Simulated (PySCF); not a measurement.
# CdC: from the state search to spectroscopic constants

One table from this session's results is given with a row withheld; the runs are named, their logs left out.

The runs use PySCF 2.14.0; Cd x2c-TZVPPall, C x2c-TZVPPall, spin-free X2C with a Gaussian nucleus.

The first run:

Settings of the job:

* atoms: Cd, C
* charge: 0
* basis: Cd x2c-TZVPPall, C x2c-TZVPPall
* Hamiltonian: spin-free X2C with a Gaussian nucleus
* basis functions: 110
* electrons treated: 54
* masses in u: 113.9034, 12.0000
* levels: PBE0, PBE, r²SCAN, LDA, revPBE, M06, TPSS, ωB97M-V, HF, MP2, SCS-MP2, CCSD, CCSD(T)
* grid: 80 radial by 434 angular points
* occupations: held fixed by the projection of orbital angular momentum
* dissociation limit: Cd + C, each in its ground configuration
* starting distance in angstrom: 2.110
* values of 2S to try: 0, 2

The run is started by

```bash
> OMP_NUM_THREADS=2 python dia.py task.json out
```

Among the steps run: Input; The PBE0 curve of the state that the search chose; Higher solutions at PBE0; PBE (GGA); r²SCAN; LDA (local density); revPBE; M06; TPSS (meta-GGA); ωB97M-V (range-separated hybrid); ROHF; Adding correlation.

One table of the session follows, with a row left open; its other results are not shown here.

Energy (eV) from each level's lowest point:

```
R (Å)   ROHF  ROHF-MP2  ROHF-SCS-MP2  ROHF-CCSD  ROHF-CCSD(T)
1.876  1.273     0.337         0.420        n/a           n/a
1.963  0.849     0.118         0.170      0.253         0.206
2.050  0.561     0.020         0.045      0.087         0.058
2.116  0.408     0.000         0.007      0.024         0.010
2.181      ?         ?             ?          ?             ?
2.246  0.211     0.040         0.015      0.003         0.018
2.334  0.133     0.098         0.054      0.034         0.069
2.443  0.071     0.182         0.117      0.096         0.157
2.574  0.029     0.283         0.196      0.182         0.271
2.748  0.000     0.400         0.288        n/a           n/a
```

**Question.** Estimate the row for R (Å) = 2.181.

Worked estimate for «ROHF». A straight line through the neighbours (2.116, 0.408) and (2.246, 0.211) gives 0.408 + (0.211 − 0.408) × (2.181 − 2.116) / (2.246 − 2.116) = 0.309; a parabola fitted to 4 rows on both sides gives 0.296.

The run gave: ROHF: 0.295; ROHF-MP2: 0.010; ROHF-SCS-MP2: 0.000; ROHF-CCSD: 0.000; ROHF-CCSD(T): 0.000. In «ROHF» the line misses by +0.014 and the parabola by +0.001.
